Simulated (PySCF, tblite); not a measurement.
# C37H21P: electronic excitations, NMR shifts

Aim: compute the electronic excitations, NMR shifts of C37H21P (`c1ccc2c(c1)ccc1c2ccc2c1ccc1c2ccc2c3ccc4c5ccccc5ccc4c3cpc21`).

Programs: tblite 0.8.0 and PySCF 2.14.0, with routines of our own; each step states its level. All values are computed. Atoms count from 0.

## Step 1: The system as given

59 atoms, charge 0, multiplicity 1; geometry from: force field, distance geometry or constructed start.

## Step 2: Relaxing the molecule with GFN2-xTB

Job settings and geometry (Å):

```
{"job": {"kind": "relax", "xc": "GFN2-xTB", "basis": "xTB"}, "charge": 0, "multiplicity": 1}
C     10.176400     0.043100     0.365500
C      9.513600    -0.876400     1.157900
C      8.124000    -0.933900     1.167300
C      7.318200    -0.060800     0.366500
C      8.019600     0.863300    -0.425100
C      9.422700     0.911300    -0.427800
C      7.310400     1.748800    -1.236900
C      5.919200     1.727700    -1.257500
C      5.150300     0.822800    -0.486400
C      5.868900    -0.078600     0.338800
C      5.109700    -0.973000     1.103000
C      3.712000    -0.990700     1.074900
C      2.952500    -0.113600     0.280500
C      3.696600     0.801300    -0.515200
C      2.933700     1.678500    -1.309200
C      1.536300     1.651500    -1.328300
C      0.763200     0.757300    -0.565100
C      1.498400    -0.137000     0.244600
C      0.736400    -1.025300     1.015400
C     -0.663600    -1.056100     0.996800
C     -1.471700    -0.201300     0.214800
C     -2.943300    -0.291200     0.243100
C     -3.580900    -1.235800     1.069100
C     -4.974200    -1.398400     1.152500
C     -5.861600    -0.603200     0.427800
C     -7.303300    -0.782700     0.539000
C     -7.940500    -1.739000     1.365400
C     -9.333600    -1.868200     1.435300
C    -10.138700    -1.038900     0.671000
C     -9.549300    -0.086600    -0.148500
C     -8.148400     0.045800    -0.225100
C     -7.602500     1.008100    -1.058100
C     -6.217100     1.162400    -1.153300
C     -5.284400     0.373200    -0.419700
C     -3.832500     0.534600    -0.520200
C     -3.308600     1.505600    -1.362900
P     -1.582800     1.919200    -1.677200
C     -0.698600     0.708100    -0.571500
H     11.257800     0.089100     0.359400
H     10.081500    -1.559200     1.790200
H      7.662800    -1.678900     1.815600
H      9.960000     1.626800    -1.043000
H      7.835300     2.471600    -1.861600
H      5.445500     2.448400    -1.917600
H      5.583400    -1.693400     1.763700
H      3.237500    -1.725400     1.710400
H      3.409900     2.413100    -1.950100
H      1.067800     2.380300    -1.991500
H      1.213000    -1.750600     1.670100
H     -1.095300    -1.809000     1.649400
H     -3.026400    -1.935100     1.692800
H     -5.314500    -2.167700     1.829100
H     -7.364500    -2.420800     1.986600
H     -9.781800    -2.619300     2.080600
H    -11.220100    -1.131400     0.720500
H    -10.196600     0.561300    -0.743900
H     -8.231800     1.650800    -1.656600
H     -5.889700     1.950600    -1.833700
H     -3.945600     2.145600    -1.946100
```

The run is started by

```
OMP_NUM_THREADS=4 python large_run.py task.json out
```

One launch serves the whole session: the jobs run in the order shown.

The log of the run:

```text
step      E/eV     max force
  0   -2515.90510    2.747
  1   -2516.31041    1.066
  2   -2516.37873    0.366
  3   -2516.39964    0.283
  4   -2516.43548    0.376
  5   -2516.46388    0.528
  6   -2516.50339    0.482
  7   -2516.53772    0.287
  8   -2516.57547    0.439
  9   -2516.61405    0.475
 10   -2516.65738    0.354
 11   -2516.70205    0.329
 12   -2516.74029    0.303
 13   -2516.76558    0.285
 14   -2516.78102    0.215
 15   -2516.79188    0.174
 16   -2516.79944    0.134
 17   -2516.80371    0.103
 18   -2516.80571    0.067
 19   -2516.80680    0.053
 20   -2516.80771    0.047
 21   -2516.80857    0.045
 22   -2516.80924    0.044
 23   -2516.80966    0.024
 24   -2516.80993    0.023
 25   -2516.81015    0.030
 26   -2516.81033    0.024
 27   -2516.81046    0.020
 28   -2516.81056    0.017
```

It took 4.2 s on 4 threads of Intel Xeon at 2.70GHz, shared host; peak memory 0.19 GiB.

Along the way:

```csv
step,energy from step 0 (eV),largest force (eV/Å)
0,0.0000,2.7472
1,-0.4053,1.0664
2,-0.4736,0.3661
3,-0.4945,0.2829
4,-0.5304,0.3768
5,-0.5588,0.5274
6,-0.5983,0.4824
7,-0.6326,0.2869
8,-0.6704,0.4393
9,-0.7090,0.4754
10,-0.7523,0.3544
12,-0.8352,0.3031
13,-0.8605,0.2855
15,-0.8868,0.1740
16,-0.8943,0.1343
18,-0.9006,0.0665
19,-0.9017,0.0526
21,-0.9035,0.0450
22,-0.9041,0.0430
24,-0.9048,0.0234
25,-0.9050,0.0299
26,-0.9052,0.0244
27,-0.9054,0.0204
28,-0.9055,0.0166
```

Distances of close pairs at the start and the end, largest changes first:

```csv
bond,before (Å),after (Å),change (Å)
C35–P36,1.802,1.701,-0.101
P36–C37,1.863,1.778,-0.085
C22–C23,1.405,1.359,-0.046
C18–C19,1.400,1.359,-0.042
C31–C32,1.397,1.357,-0.041
C14–C15,1.398,1.359,-0.039
C10–C11,1.398,1.359,-0.039
C6–C7,1.392,1.356,-0.036
```

The final coordinates are the input of the step that follows.

## Step 3: Electronic excitations: TDA wB97X-D/def2-SVP

Job settings and geometry (Å):

```
{"job": {"kind": "uv", "basis": "def2-SVP", "grid": 1, "kgrid": 0, "vcut": 1.5, "nstates": 6, "ntriplets": 2, "tda": true, "delta": [], "pop": true, "xc": "wB97X-D"}, "charge": 0, "multiplicity": 1}
C      9.984071     0.055326     0.349934
C      9.310316    -0.870471     1.149990
C      7.939767    -0.923011     1.153168
C      7.170093    -0.054719     0.358064
C      7.860682     0.879989    -0.448541
C      9.265883     0.916189    -0.436267
C      7.115204     1.770307    -1.261778
C      5.760011     1.742991    -1.280731
C      5.019031     0.824024    -0.489113
C      5.731074    -0.075915     0.331079
C      4.994538    -0.988793     1.116428
C      3.635640    -1.017528     1.097935
C      2.886022    -0.134027     0.291337
C      3.584017     0.794820    -0.508892
C      2.814529     1.674147    -1.312108
C      1.456124     1.638059    -1.324199
C      0.722958     0.720549    -0.534405
C      1.452343    -0.168664     0.276631
C      0.710982    -1.077712     1.058756
C     -0.647154    -1.100683     1.035767
C     -1.426078    -0.226277     0.235300
C     -2.868745    -0.317053     0.268667
C     -3.493778    -1.275708     1.096974
C     -4.843803    -1.413268     1.175965
C     -5.717270    -0.600657     0.426772
C     -7.144519    -0.758170     0.521003
C     -7.762526    -1.713874     1.347692
C     -9.127794    -1.830680     1.407084
C     -9.946858    -0.996932     0.642058
C     -9.377964    -0.055874    -0.173514
C     -7.981211     0.081261    -0.249611
C     -7.384533     1.052362    -1.090675
C     -6.037417     1.190937    -1.170228
C     -5.148952     0.373922    -0.418591
C     -3.713930     0.519793    -0.500467
C     -3.156443     1.495498    -1.347411
P     -1.518962     1.865067    -1.620893
C     -0.711607     0.692433    -0.556280
H     11.063729     0.086571     0.356748
H      9.875328    -1.550462     1.771056
H      7.458241    -1.652191     1.784713
H      9.770739     1.639253    -1.061401
H      7.656757     2.478706    -1.873078
H      5.240881     2.441471    -1.916439
H      5.510516    -1.688912     1.752678
H      3.132260    -1.738727     1.720611
H      3.307892     2.399739    -1.938378
H      0.913756     2.329663    -1.954221
H      1.214832    -1.782617     1.700016
H     -1.125274    -1.829692     1.667047
H     -2.903699    -1.939055     1.704581
H     -5.239192    -2.170233     1.833454
H     -7.166969    -2.377326     1.954049
H     -9.575511    -2.573665     2.050977
H    -11.020424    -1.100159     0.698444
H     -9.995375     0.597836    -0.772886
H     -8.032564     1.690036    -1.675868
H     -5.651665     1.949878    -1.830886
H     -3.823228     2.121085    -1.923335
```

Method: TDA wB97X-D/def2-SVP, vertical, gas phase, core orbitals frozen in the response, virtual orbitals cut by energy.

The log of the run:

```text
start: PBE on a coarse grid of 51211 points
cycle   1  E = -1760.3499547846  dE =  6.431e+00  |g| = 9.370e-01  |ddm| = 1.234e+01
cycle   2  E = -1760.1150737799  dE =  2.349e-01  |g| = 1.280e+00  |ddm| = 3.433e+00
cycle   3  E = -1760.5516743135  dE = -4.366e-01  |g| = 4.306e-01  |ddm| = 2.548e+00
cycle   4  E = -1760.6132536311  dE = -6.158e-02  |g| = 1.606e-01  |ddm| = 9.376e-01
cycle   5  E = -1760.6195222570  dE = -6.269e-03  |g| = 7.737e-02  |ddm| = 3.301e-01
cycle   6  E = -1760.6212680953  dE = -1.746e-03  |g| = 2.342e-02  |ddm| = 1.371e-01
cycle   7  E = -1760.6213765703  dE = -1.085e-04  |g| = 1.337e-02  |ddm| = 4.748e-02
cycle   8  E = -1760.6214253569  dE = -4.879e-05  |g| = 3.895e-03  |ddm| = 2.133e-02
final grid: 225450 points
cycle   9  E = -1762.3677062865  dE = -2.376e-02  |g| = 5.038e-02  |ddm| = 2.238e+00
cycle  10  E = -1762.3690948669  dE = -1.389e-03  |g| = 2.592e-02  |ddm| = 2.894e-01
cycle  11  E = -1762.3693491251  dE = -2.543e-04  |g| = 1.128e-02  |ddm| = 8.233e-02
cycle  12  E = -1762.3694164473  dE = -6.732e-05  |g| = 5.653e-03  |ddm| = 3.685e-02
cycle  13  E = -1762.3694325910  dE = -1.614e-05  |g| = 1.627e-03  |ddm| = 1.204e-02
cycle  14  E = -1762.3694329832  dE = -3.921e-07  |g| = 8.468e-04  |ddm| = 5.019e-03
cycle  15  E = -1762.3694356391  dE = -2.656e-06  |g| = 3.210e-04  |ddm| = 2.532e-03
cycle  16  E = -1762.3694339032  dE =  1.736e-06  |g| = 1.041e-04  |ddm| = 8.900e-04
cycle  17  E = -1762.3694342794  dE = -3.762e-07  |g| = 4.927e-05  |ddm| = 5.862e-04
converged SCF energy = -1762.3694342794

Static polarisability (au): isotropic 515.977, principal 157.140 411.717 979.074

Singlet excitations
state   eV       nm        f      main configurations
  1   3.7088    334.3   0.00816   H->L+1 0.38, H-1->L 0.21, H-2->L 0.11
  2   3.8454    322.4   0.65354   H->L 0.61, H-1->L+1 0.10
  3   4.0449    306.5   0.05646   H-2->L+1 0.17, H-1->L+2 0.14, H->L+4 0.10
  4   4.3138    287.4   0.04818   H->L+2 0.35, H-1->L 0.14, H-2->L+1 0.08
  5   4.4651    277.7   2.94466   H-2->L+1 0.20, H-1->L+1 0.12
  6   4.4992    275.6   0.96799   H-2->L 0.18, H-2->L+3 0.11

Triplet excitations (Tamm-Dancoff, eV): 2.4229 2.9116
```

Run time: 4 min. Hardware: 4 threads of Intel Xeon at 2.70GHz, shared host; peak memory 2.3 GiB.

Frontier orbitals and where they lie:

```csv
orbital,eV,atoms
HOMO−4,-8.65,"C25 8 %, C28 7 %, C4 7 %"
HOMO−3,-8.30,"C2 7 %, C26 7 %, C29 6 %"
HOMO−2,-7.80,"C13 10 %, P36 8 %, C15 8 %"
HOMO−1,-7.72,"C22 8 %, C24 7 %, C31 7 %"
HOMO,-7.44,"P36 10 %, C19 6 %, C14 6 %"
LUMO,-0.49,"P36 28 %, C35 13 %, C23 10 %"
LUMO+1,-0.22,"C20 10 %, C37 8 %, C24 7 %"
LUMO+2,0.09,"C6 10 %, C15 10 %, C11 9 %"
LUMO+3,0.47,"C31 8 %, C29 8 %, C32 7 %"
```

With each of the 6 states as a Gaussian band of 0.4 eV half-width at 1/e, the curve within the window shown has maxima at 278 nm (ε 160,000) L/(mol cm). Beyond the last state computed it falls off for lack of states. The curve at chosen wavelengths:

```json
{"nm": "258", "ε (L/mol/cm)": "82282"}
{"nm": "264", "ε (L/mol/cm)": "119327"}
{"nm": "269", "ε (L/mol/cm)": "144678"}
{"nm": "275", "ε (L/mol/cm)": "161318"}
{"nm": "280", "ε (L/mol/cm)": "161733"}
{"nm": "286", "ε (L/mol/cm)": "148580"}
{"nm": "292", "ε (L/mol/cm)": "126652"}
{"nm": "297", "ε (L/mol/cm)": "106590"}
{"nm": "303", "ε (L/mol/cm)": "84591"}
{"nm": "308", "ε (L/mol/cm)": "69562"}
{"nm": "314", "ε (L/mol/cm)": "55698"}
{"nm": "320", "ε (L/mol/cm)": "45480"}
{"nm": "325", "ε (L/mol/cm)": "38843"}
{"nm": "331", "ε (L/mol/cm)": "32238"}
{"nm": "336", "ε (L/mol/cm)": "27426"}
{"nm": "342", "ε (L/mol/cm)": "22226"}
{"nm": "348", "ε (L/mol/cm)": "17592"}
{"nm": "353", "ε (L/mol/cm)": "14188"}
{"nm": "359", "ε (L/mol/cm)": "10693"}
{"nm": "364", "ε (L/mol/cm)": "8279"}
{"nm": "370", "ε (L/mol/cm)": "5951"}
{"nm": "376", "ε (L/mol/cm)": "4180"}
{"nm": "381", "ε (L/mol/cm)": "3063"}
{"nm": "387", "ε (L/mol/cm)": "2073"}
{"nm": "392", "ε (L/mol/cm)": "1477"}
{"nm": "398", "ε (L/mol/cm)": "969"}
```

Ground-state properties from the same run:

```csv
property,computed
dipole moment (D),1.71
polarisability (Å³),76.46
HOMO–LUMO gap (eV),6.95
−ε(HOMO) (eV),7.44
```

## Step 4: NMR shifts: GIAO KT3/pcSseg-1

Settings changed since step 3:

```diff
@@ -1,2 +1,2 @@
-{"job": {"kind": "uv", "basis": "def2-SVP", "grid": 1, "kgrid": 0, "vcut": 1.5, "nstates": 6, "ntriplets": 2, "tda": true, "delta": [], "pop": true, "xc": "wB97X-D"}, "charge": 0, "multiplicity": 1}
+{"job": {"kind": "nmr", "xc": "KT3", "basis": "pcSseg-1", "pop": false}, "charge": 0, "multiplicity": 1}
 C      9.984071     0.055326     0.349934
```

Method: GIAO KT3/pcSseg-1 NMR shielding, non-relativistic, gas phase.

The log of the run:

```text
start: PBE on a coarse grid of 51211 points
cycle   1  E = -1761.2968635919  dE =  6.780e+00  |g| = 1.012e+00  |ddm| = 1.073e+01
cycle   2  E = -1761.0242483264  dE =  2.726e-01  |g| = 1.387e+00  |ddm| = 4.099e+00
cycle   3  E = -1761.5198766620  dE = -4.956e-01  |g| = 4.491e-01  |ddm| = 2.919e+00
cycle   4  E = -1761.5854407199  dE = -6.556e-02  |g| = 1.579e-01  |ddm| = 9.609e-01
cycle   5  E = -1761.5912720681  dE = -5.831e-03  |g| = 7.728e-02  |ddm| = 3.489e-01
cycle   6  E = -1761.5929286012  dE = -1.657e-03  |g| = 2.280e-02  |ddm| = 1.330e-01
cycle   7  E = -1761.5930210149  dE = -9.241e-05  |g| = 1.410e-02  |ddm| = 4.377e-02
cycle   8  E = -1761.5930731769  dE = -5.216e-05  |g| = 4.135e-03  |ddm| = 2.091e-02
final grid: 476260 points
cycle   9  E = -1790.1669619487  dE = -9.081e-02  |g| = 1.287e-01  |ddm| = 2.782e+00
cycle  10  E = -1790.1651911437  dE =  1.771e-03  |g| = 1.068e-01  |ddm| = 3.231e-01
cycle  11  E = -1790.1639697915  dE =  1.221e-03  |g| = 1.065e-01  |ddm| = 3.474e-01
cycle  12  E = -1790.1680743834  dE = -4.105e-03  |g| = 1.873e-02  |ddm| = 1.851e-01
cycle  13  E = -1790.1681857798  dE = -1.114e-04  |g| = 4.487e-03  |ddm| = 3.741e-02
cycle  14  E = -1790.1681889083  dE = -3.128e-06  |g| = 2.310e-03  |ddm| = 1.024e-02
cycle  15  E = -1790.1681900326  dE = -1.124e-06  |g| = 9.700e-04  |ddm| = 4.449e-03
cycle  16  E = -1790.1681897322  dE =  3.004e-07  |g| = 2.642e-04  |ddm| = 1.870e-03
cycle  17  E = -1790.1681910500  dE = -1.318e-06  |g| = 1.015e-04  |ddm| = 6.677e-04
cycle  18  E = -1790.1681913386  dE = -2.886e-07  |g| = 4.099e-05  |ddm| = 5.461e-04
converged SCF energy = -1790.1681913386

GIAO shielding tensors (ppm)
atom      isotropic    diamagn.    paramagn.     s11        s22        s33       span
  0 C       64.236     250.808    -186.572    -33.984     54.499    172.193    206.176
  1 C       64.200     239.792    -175.592    -34.230     55.944    170.884    205.114
  2 C       68.469     238.833    -170.365    -26.430     56.909    174.928    201.358
  3 C       62.536     229.155    -166.619     -8.473     14.521    181.559    190.033
  4 C       60.671     253.704    -193.034     -8.736      2.082    188.666    197.402
  5 C       62.175     220.752    -158.577    -28.072     57.292    157.307    185.379
  6 C       62.514     248.573    -186.058    -26.696     61.313    152.926    179.622
  7 C       69.639     243.562    -173.923    -24.533     61.327    172.124    196.657
  8 C       64.249     237.100    -172.851     -1.903     14.214    180.437    182.339
  9 C       64.108     262.450    -198.342     -5.050     15.364    182.011    187.060
 10 C       69.583     259.949    -190.366    -25.043     61.126    172.666    197.709
 11 C       69.589     255.921    -186.331    -25.097     61.644    172.221    197.319
 12 C       64.578     243.877    -179.299     -3.556     15.436    181.854    185.410
 13 C       63.546     259.595    -196.049     -3.515     12.809    181.346    184.861
 14 C       69.268     257.786    -188.518    -23.385     60.014    171.175    194.560
 15 C       66.405     260.394    -193.989    -25.732     58.372    166.573    192.305
 16 C       59.227     252.793    -193.566     -9.547      8.418    178.810    188.358
 17 C       66.283     255.541    -189.258      0.447     15.596    182.807    182.360
 18 C       66.948     259.594    -192.646    -28.074     58.586    170.332    198.406
 19 C       67.780     259.565    -191.785    -25.896     59.296    169.941    195.837
 20 C       62.057     259.864    -197.807     -7.361     13.601    179.930    187.291
 21 C       62.784     246.445    -183.661     -8.027     16.258    180.121    188.147
 22 C       68.327     258.635    -190.308    -25.397     59.381    170.998    196.395
 23 C       67.738     260.647    -192.909    -28.091     60.317    170.988    199.080
 24 C       63.966     262.615    -198.649     -5.930     15.652    182.177    188.107
 25 C       62.946     229.701    -166.755     -8.364     15.658    181.546    189.910
 26 C       68.398     240.299    -171.901    -26.524     56.727    174.990    201.514
 27 C       63.959     239.833    -175.874    -34.584     55.392    171.068    205.652
 28 C       63.961     250.708    -186.748    -34.324     53.840    172.365    206.689
 29 C       62.268     220.590    -158.322    -27.849     56.948    157.705    185.555
 30 C       60.768     253.190    -192.422     -8.790      2.158    188.937    197.727
 31 C       61.870     248.873    -187.003    -27.415     60.601    152.425    179.840
 32 C       69.277     244.012    -174.735    -24.595     59.656    172.769    197.364
 33 C       65.992     239.207    -173.215     -2.083     22.060    177.998    180.082
 34 C       63.529     258.048    -194.519     -4.994     12.391    183.192    188.186
 35 C       37.703     281.055    -243.352   -115.982     52.139    176.952    292.934
 36 P      164.199     979.332    -815.133    -76.697     51.812    517.483    594.181
 37 C       44.785     268.416    -223.631    -58.095      9.707    182.744    240.840
 38 H       23.996      18.368       5.628     19.501     25.633     26.853      7.352
 39 H       23.900      24.377      -0.477     18.966     25.319     27.413      8.447
 40 H       22.750      37.303     -14.553     14.877     23.783     29.591     14.714
 41 H       23.759      25.924      -2.165     18.415     24.659     28.204      9.789
 42 H       23.666      34.067     -10.401     17.622     25.028     28.347     10.726
 43 H       22.753      38.619     -15.866     14.278     24.157     29.823     15.546
 44 H       22.577      38.446     -15.869     13.783     24.168     29.780     15.998
 45 H       22.487      40.890     -18.403     13.387     24.041     30.032     16.645
 46 H       22.590      39.000     -16.410     13.715     24.175     29.880     16.164
 47 H       21.324      38.019     -16.695     11.366     22.803     29.805     18.439
 48 H       22.370      40.522     -18.152     13.174     23.897     30.040     16.866
 49 H       22.214      40.968     -18.754     12.323     23.832     30.486     18.163
 50 H       22.253      41.180     -18.927     12.515     23.803     30.440     17.924
 51 H       22.526      39.132     -16.606     13.756     24.003     29.821     16.066
 52 H       22.754      37.681     -14.927     14.882     23.812     29.568     14.687
 53 H       23.883      24.756      -0.874     18.942     25.289     27.418      8.476
 54 H       23.973      18.186       5.787     19.466     25.605     26.849      7.383
 55 H       23.748      25.592      -1.844     18.379     24.683     28.183      9.803
 56 H       23.621      33.489      -9.868     17.525     25.000     28.339     10.813
 57 H       22.641      36.955     -14.314     14.002     24.075     29.844     15.842
 58 H       20.884      37.937     -17.053     13.353     19.053     30.247     16.893
```

It took 59 s on 4 threads of Intel Xeon at 2.70GHz, shared host; peak memory 2.1 GiB.

Shifts follow as δ = σ(reference) − σ, with reference shieldings (ppm) from runs at the same level and on the same kind of geometry: 1H TMS 31.76, 13C TMS 184.7, 31P PH3 612.2. The references are single molecules in the gas phase, so shifts against H2O, NH3, PH3, H3PO4 or CFCl3 are not on the usual liquid scales and can be off by tens of ppm.

```csv
atoms,environment,σ (ppm),δ (ppm)
C35,aromatic CH,37.7,147.0
C37,ring-fusion aromatic carbon,44.8,139.9
C16,ring-fusion aromatic carbon,59.2,125.5
C4,ring-fusion aromatic carbon,60.7,124.1
C30,ring-fusion aromatic carbon,60.8,124.0
C31,aromatic CH,61.9,122.9
C20,ring-fusion aromatic carbon,62.1,122.7
C5,aromatic CH,62.2,122.5
C29,aromatic CH,62.3,122.5
C6,aromatic CH,62.5,122.2
C3,ring-fusion aromatic carbon,62.5,122.2
C21,ring-fusion aromatic carbon,62.8,121.9
C25,ring-fusion aromatic carbon,62.9,121.8
C34,ring-fusion aromatic carbon,63.5,121.2
C13,ring-fusion aromatic carbon,63.5,121.2
C27,aromatic CH,64.0,120.8
C28,aromatic CH,64.0,120.8
C24,ring-fusion aromatic carbon,64.0,120.8
C9,ring-fusion aromatic carbon,64.1,120.6
C1,aromatic CH,64.2,120.5
C0,aromatic CH,64.2,120.5
C8,ring-fusion aromatic carbon,64.2,120.5
C12,ring-fusion aromatic carbon,64.6,120.1
C33,ring-fusion aromatic carbon,66.0,118.7
C17,ring-fusion aromatic carbon,66.3,118.4
C15,aromatic CH,66.4,118.3
C18,aromatic CH,66.9,117.8
C23,aromatic CH,67.7,117.0
C19,aromatic CH,67.8,116.9
C22,aromatic CH,68.3,116.4
C26,aromatic CH,68.4,116.3
C2,aromatic CH,68.5,116.3
C14,aromatic CH,69.3,115.5
C32,aromatic CH,69.3,115.4
C10,aromatic CH,69.6,115.1
C11,aromatic CH,69.6,115.1
C7,aromatic CH,69.6,115.1
H58,hydrogen on an aromatic CH,20.88,10.88
H47,hydrogen on an aromatic CH,21.32,10.44
H49,hydrogen on an aromatic CH,22.21,9.55
```

Ring of atoms C0, C1, C2, C3, C4, C5: NICS(0) -8.8, NICS(1) -11.3, NICS(1)zz -28.0 ppm (means of both faces).

Ring of atoms C3, C4, C6, C7, C8, C9: NICS(0) -6.3, NICS(1) -9.4, NICS(1)zz -21.1 ppm (means of both faces).

Ring of atoms C8, C9, C10, C11, C12, C13: NICS(0) -6.9, NICS(1) -10.0, NICS(1)zz -22.5 ppm (means of both faces).

## Step 5: What came out

| quantity | value |
| --- | --- |
| lowest singlet (wB97X-D/def2-SVP) | 3.71 eV (334 nm), f = 0.008 |
| brightest single state of those computed | state 5, 4.47 eV, f = 2.945 |
| lowest triplet | 2.42 eV |
| 13C shifts against TMS (KT3/pcSseg-1) | 147.0, 139.9, 125.5, 124.1, 124.0, 122.9, 122.7, 122.5, 122.5, 122.2, 122.2, 121.9, 121.8, 121.2 ppm and more |
| 1H shifts against TMS (KT3/pcSseg-1) | 10.88, 10.44, 9.55, 9.51, 9.39, 9.27, 9.23, 9.18, 9.17, 9.12, 9.01, 9.01, 9.01, 8.14 ppm and more |
| 31P shifts against PH3 (KT3/pcSseg-1) | 448.0 ppm |

What this shows: The lowest singlet, at 3.71 eV, is HOMO→LUMO+1 0.38, HOMO−1→LUMO 0.21 and is weak; of the 6 states computed, the strongest absorption comes from state 5 at 4.47 eV. The lowest triplet lies 1.29 eV below the lowest singlet. At KT3/pcSseg-1: The widest tensor belongs to P36: span 594 ppm, with a paramagnetic part of -815 ppm. NICS(1)zz of -28 ppm above the planar ring from C0 marks a diatropic (aromatic) ring current. NICS(1)zz of -21 ppm above the planar ring from C3 marks a diatropic (aromatic) ring current. NICS(1)zz of -23 ppm above the planar ring from C8 marks a diatropic (aromatic) ring current.
